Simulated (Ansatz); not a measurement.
# CsH: a strain scan

This session takes CsH and sets out to see how energy and stress answer to the strain pattern (0, 0, 0, 0, 1, 0).

Program: Ansatz 0.2.0. Level of theory: DFT LDA, scalar-relativistic, plane waves, PAW. These are calculated values, not measurements.

### 1 Starting point

It takes space group Fm-3m (No. 225, cubic). Conventional cell: a = 6.376 Å, b = 6.376 Å, c = 6.376 Å, α = 90.00°, β = 90.00°, γ = 90.00°. Cs (site symmetry m-3m) has 6 H at 3.19 Å as nearest neighbours. H (site symmetry m-3m) has 6 Cs at 3.19 Å as nearest neighbours.

As a file:

```xyz
2
Lattice="0.0000 3.1880 3.1880 3.1880 0.0000 3.1880 3.1880 3.1880 0.0000" Properties=species:S:1:pos:R:3 pbc="T T T"
Cs    0.0000    0.0000    0.0000
H     3.1880    3.1880    3.1880
```

No relaxation comes first: the listed cell is the starting point.

### 2 Zero of energy

The reference gives a free energy of -5520.8912 eV, pressure -1.25 GPa, largest force 0.000 eV/Å and gap on the mesh 1.95 eV. It was computed beforehand with the settings of the runs below.

### 3 Next: a strain scan

The cell is strained by ε times the Voigt pattern (0, 0, 0, 0, 1, 0) (xx, yy, zz, yz, xz, xy; engineering shear), with fractional coordinates fixed (clamped ions). The stress on the pattern is the sum of the stress components weighted by it, tension positive.

### 4 At ε = -0.1000

input.yaml

```yaml
crystal:
  lattice:
    - [-0.1594, 3.188, 3.188]
    - [3.0286, 0.0, 3.0286]
    - [3.188, 3.188, -0.1594]
  atoms:
    - { symbol: Cs, position: [0.0, 0.0, 0.0] }
    - { symbol: H, position: [0.5, 0.5, 0.5] }
basis:
  ecutwfc: 420
kpoints:
  mp_grid: { grid: [8, 8, 8] }
hamiltonian:
  xc: lda
scf:
  occupations: { method: gaussian, width: 0.05 }
output:
  forces: true
  stress: true
  eigenvalues: true
```

Launch:

```bash
$ ansatz run input.yaml --threads 1 --pin off --max-ram 1228MiB --backend cpu --events-out ev --progress --plain --runs-dir out
```

### 5 Point ε = 0.0750

Changes to input.yaml since step 4:

```diff
@@ -2,5 +2,5 @@
   lattice:
-    - [-0.1594, 3.188, 3.188]
-    - [3.0286, 0.0, 3.0286]
-    - [3.188, 3.188, -0.1594]
+    - [0.11955, 3.188, 3.188]
+    - [3.30755, 0.0, 3.30755]
+    - [3.188, 3.188, 0.11955]
   atoms:
```

### 6 At ε = -0.0500

Changes to input.yaml since step 5:

```diff
@@ -2,5 +2,5 @@
   lattice:
-    - [0.11955, 3.188, 3.188]
-    - [3.30755, 0.0, 3.30755]
-    - [3.188, 3.188, 0.11955]
+    - [-0.0797, 3.188, 3.188]
+    - [3.1083, 0.0, 3.1083]
+    - [3.188, 3.188, -0.0797]
   atoms:
```

### 7 Point ε = 0.0250

Changes to input.yaml since step 6:

```diff
@@ -2,5 +2,5 @@
   lattice:
-    - [-0.0797, 3.188, 3.188]
-    - [3.1083, 0.0, 3.1083]
-    - [3.188, 3.188, -0.0797]
+    - [0.03985, 3.188, 3.188]
+    - [3.22785, 0.0, 3.22785]
+    - [3.188, 3.188, 0.03985]
   atoms:
```

### 8 ε = 0.0875

Changes to input.yaml since step 7:

```diff
@@ -2,5 +2,5 @@
   lattice:
-    - [0.03985, 3.188, 3.188]
-    - [3.22785, 0.0, 3.22785]
-    - [3.188, 3.188, 0.03985]
+    - [0.139475, 3.188, 3.188]
+    - [3.327475, 0.0, 3.327475]
+    - [3.188, 3.188, 0.139475]
   atoms:
```

### 9 At ε = 0.0625

Changes to input.yaml since step 8:

```diff
@@ -2,5 +2,5 @@
   lattice:
-    - [0.139475, 3.188, 3.188]
-    - [3.327475, 0.0, 3.327475]
-    - [3.188, 3.188, 0.139475]
+    - [0.099625, 3.188, 3.188]
+    - [3.287625, 0.0, 3.287625]
+    - [3.188, 3.188, 0.099625]
   atoms:
```

### 10 ε = 0.0375

Changes to input.yaml since step 9:

```diff
@@ -2,5 +2,5 @@
   lattice:
-    - [0.099625, 3.188, 3.188]
-    - [3.287625, 0.0, 3.287625]
-    - [3.188, 3.188, 0.099625]
+    - [0.059775, 3.188, 3.188]
+    - [3.247775, 0.0, 3.247775]
+    - [3.188, 3.188, 0.059775]
   atoms:
```

### 11 At ε = 0.0125

Changes to input.yaml since step 10:

```diff
@@ -2,5 +2,5 @@
   lattice:
-    - [0.059775, 3.188, 3.188]
-    - [3.247775, 0.0, 3.247775]
-    - [3.188, 3.188, 0.059775]
+    - [0.019925, 3.188, 3.188]
+    - [3.207925, 0.0, 3.207925]
+    - [3.188, 3.188, 0.019925]
   atoms:
```

(Steps that only read results are left out.)

Q: Predict the outcome of this session. Wanted: slope of the stress at ε = 0, from the points at -0.0500, 0 and 0.0125.

The runs gave:

```
                                                              quantity  value
slope of the stress at ε = 0, from the points at -0.0500, 0 and 0.0125  5 GPa
```

From the stress slope, C55 is about 5 GPa with the ions clamped; letting the atoms relax could not make it stiffer. The step is wide, so higher orders mix in. The reference stands under -1.3 GPa, so this is no zero-stress constant. No sampled point lies below the undisturbed cell. The gap on the mesh stays between 1.89 and 1.95 eV.
